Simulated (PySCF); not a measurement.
# Accurate constants of H2, step by step

An exercise on one series of results from a longer session: the logs are not shown, and one member is left open.

Computed with PySCF 2.14.0. Level: CCSD(T) on RHF, no relativity in the base curves; scalar relativity is added as a correction.

1 further run of the same task is left out (set aside as unsound or not needed).

The first run:

- molecule: H2
- state: singlet, unpaired electrons none
- smaller basis: H aug-cc-pVTZ
- larger basis: H aug-cc-pVQZ
- frozen core orbitals: 0
- extrapolation: correlation as n⁻³ (n = 3, 4), Hartree–Fock as (n+1)·exp(−9√n)
- corrections: scalar relativity
- distances (Å): 0.6599, 0.6899, 0.7198, 0.7498, 0.7798, 0.8173, 0.8548
- masses (u): 1.0078, 1.0078
- dissociation limit: H + H

Command:

```console
$ OMP_NUM_THREADS=4 python comp.py task.json out
```

One of the session's tables, all rows but one given; the rest of the session is left out.

It belongs to the step «Constants step by step». 

```
                   level  Re (Å)  ωe (cm⁻¹)  ωexe (cm⁻¹)  αe (cm⁻¹)  De (eV)
CCSD(T)/aug-cc-pVTZ(-PP)       ?          ?            ?          ?        ?
CCSD(T)/aug-cc-pVQZ(-PP)  0.7420     4400.0          123       3.03    4.734
                  HF/CBS  0.7337     4581.5          108       2.70    3.636
                 MP2/CBS  0.7359     4514.9          113       2.82    4.566
                CCSD/CBS  0.7417     4400.6          121       2.99    4.750
             CCSD(T)/CBS  0.7417     4400.6          121       2.99    4.750
          CCSD(T)/CBS+SR  0.7417     4400.6          121       2.99    4.750
```

Q: Estimate the row for CCSD(T)/aug-cc-pVTZ(-PP) from the others.

As computed: Re (Å): 0.7430; ωe (cm⁻¹): 4401.1; ωexe (cm⁻¹): 127; αe (cm⁻¹): 3.12; De (eV): 4.707. In the column «Re (Å)» it is the highest.
